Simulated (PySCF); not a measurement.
# CH3F3Si: the cost of one run

Programs: PySCF 2.14.0, with density-fitted response routines of our own. Each step states its level of theory. These are calculated values for one molecule in the gas phase, unless marked as measured. Atoms are numbered from 0 throughout.

## (1) The starting structure

8 atoms, charge 0, multiplicity 1; geometry from: GFN2-xTB. The atoms were then displaced at random by about 0.01 Å, so the start is not that level's minimum.

Bonds of the start (Å): F0–C1 1.36, C1–F2 1.34, C1–F3 1.35, C1–Si4 1.95, Si4–H5 1.46, Si4–H6 1.45, Si4–H7 1.46.

## (2) Relaxing the molecule at PBE0-D3(BJ)/def2-SVP

The job: settings as JSON, then the geometry in Å.

```
{"job": {"xc": "PBE0", "basis": "def2-SVP", "d3": "d3bj", "grid": 1, "shake": 0.01, "kind": "geom"}, "charge": 0, "multiplicity": 1}
F      1.551530    -0.235520    -1.105440
C      0.905510    -0.052670     0.074820
F      1.426490     1.056620     0.621660
F      1.341700    -1.077780     0.845550
Si    -1.029340     0.051310    -0.105340
H     -1.260300     1.219950    -0.954120
H     -1.396550    -1.215740    -0.698160
H     -1.483900     0.234700     1.268550
```

Run with:

```bash
OMP_NUM_THREADS=1 python probes_run.py task.json out
```

This one command runs all jobs of the session in turn.

**Question.** How long does this first job take on 1 thread of Arm Neoverse V2, shared host, and how much memory does it need?

About 23 s, with a peak of 0.37 GiB.
